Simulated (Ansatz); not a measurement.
# C2H2 on B2O(100): molecular dynamics

The plan is to shoot the molecule at the surface and see whether it bounces, sticks or breaks. Runs: 110 steps of 0.5 fs at constant energy. The slab cell is 2×1, and the molecule starts well above it. It comes in with 0.2 eV at 0° from the normal, on a surface at rest.

Method: DFT PBEsol, plane waves, PAW, scalar-relativistic, no spin polarisation, in Ansatz 0.2.0.

## 1. Starting point

The cell holds 28 atoms (C2H2B16O8): a = 5.758 Å, b = 7.052 Å, c = 17.155 Å, α = 90.00°, β = 90.00°, γ = 90.00°.

Its coordinates follow in the input file.

## 2. The run

110 steps of 0.5 fs at constant energy.

input.yaml

```yaml
accuracy: low
crystal:
  lattice:
    - [5.758, 0.0, 0.0]
    - [0.0, 7.052, 0.0]
    - [0.0, 0.0, 17.155479]
  atoms:
    - { symbol: B, position: [0.0, 0.38, 0.0582904] }
    - { symbol: B, position: [0.0, 0.62, 0.0582904] }
    - { symbol: B, position: [0.0, 0.023, 0.1551802] }
    - { symbol: B, position: [0.25, 0.977, 0.1067353] }
    - { symbol: O, position: [0.0, 0.306, 0.1551802] }
    - { symbol: O, position: [0.25, 0.694, 0.1067353] }
    - { symbol: B, position: [0.25, 0.38, 0.2036252] }
    - { symbol: B, position: [0.25, 0.62, 0.2036252] }
    - { symbol: B, position: [0.25, 0.023, 0.300515] }
    - { symbol: B, position: [0.0, 0.977, 0.2520701] }
    - { symbol: O, position: [0.25, 0.306, 0.300515] }
    - { symbol: O, position: [0.0, 0.694, 0.2520701] }
    - { symbol: B, position: [0.5, 0.38, 0.0582904] }
    - { symbol: B, position: [0.5, 0.62, 0.0582904] }
    - { symbol: B, position: [0.5, 0.023, 0.1551802] }
    - { symbol: B, position: [0.75, 0.977, 0.1067353] }
    - { symbol: O, position: [0.5, 0.306, 0.1551802] }
    - { symbol: O, position: [0.75, 0.694, 0.1067353] }
    - { symbol: B, position: [0.75, 0.38, 0.2036252] }
    - { symbol: B, position: [0.75, 0.62, 0.2036252] }
    - { symbol: B, position: [0.75, 0.023, 0.300515] }
    - { symbol: B, position: [0.5, 0.977, 0.2520701] }
    - { symbol: O, position: [0.75, 0.306, 0.300515] }
    - { symbol: O, position: [0.5, 0.694, 0.2520701] }
    - { symbol: C, position: [0.2505489, 0.5680804, 0.4199905] }
    - { symbol: C, position: [0.3210191, 0.7432153, 0.4199905] }
    - { symbol: H, position: [0.2126034, 0.4737769, 0.4666228] }
    - { symbol: H, position: [0.3589646, 0.8375188, 0.4666228] }
basis:
  ecutwfc: 420.0
kpoints:
  mp_grid: { grid: [2, 2, 1] }
hamiltonian:
  xc: pbesol
scf:
  occupations: { method: fermi_dirac, width: 0.05 }
  lower_state_search: "off"
md:
  timestep: 0.5
  n_steps: 110
  ensemble: nve
  initial_velocities: zero
  seed: 123388
  initial_site_velocities:
    - { site: 24, velocity: [0.0, 0.0, -0.012175] }
    - { site: 25, velocity: [0.0, 0.0, -0.012175] }
    - { site: 26, velocity: [0.0, 0.0, -0.012175] }
    - { site: 27, velocity: [0.0, 0.0, -0.012175] }
  constraints: [{ sites: [0, 1, 12, 13] }]
```

Started as:

```bash
$ ansatz run input.yaml --threads 1 --pin off --max-ram 3072MiB --backend cpu --events-out ev --progress --plain --runs-dir out
```

Q: Predict the outcome of this session. Wanted: lowest height of the centre of mass; shortest distance to a slab atom; temperature, first and last step; temperature, second half; potential energy, second half; largest change of the total energy; mean square displacement, second half.

The runs gave:

| quantity | value |
| --- | --- |
| lowest height of the centre of mass | 1.49 Å over the top layer's first level, at 55.0 fs |
| shortest distance to a slab atom | 2.06 Å |
| length | 110 steps of 0.5 fs |
| temperature, first and last step | 64 and 3943 K |
| temperature, second half | mean 2926 K, from 1938 to 3981 K |
| potential energy, second half | -317 meV/atom from the start |
| largest change of the total energy | 0.66 meV/atom |
| mean square displacement, second half | H 1.3, B 0.356, O 0.256, C 0.212 Å² |

**Reading.** The molecule's centre of mass comes down from 2.11 Å to 1.49 Å and is still falling when the run ends, after it has broken. Its shortest distance to a slab atom is 2.06 Å. The total energy strays from its start by at most 0.66 meV/atom, 0.2 % of the mean kinetic energy, so a step of 0.5 fs is short enough over this time. Bonds change: the first event comes at 33.5 fs (B16–B21 forms). The atom that moves most swings out by 1.88 Å (the median distance to the nearest neighbour, bonds to H left out, is 1.69 Å), and none ends a neighbour distance from its start. The printed temperature only measures the kinetic energy here. Kinetic energy grows to 8.3 eV on average, more than the molecule brought: the slab or molecule was not relaxed and heats itself. Averages from a run of 55 fs with 28 atoms are rough. The nuclei move classically, without zero-point motion, which matters most for hydrogen. The settings are cheap ones for dynamics (low accuracy level or one k-point).
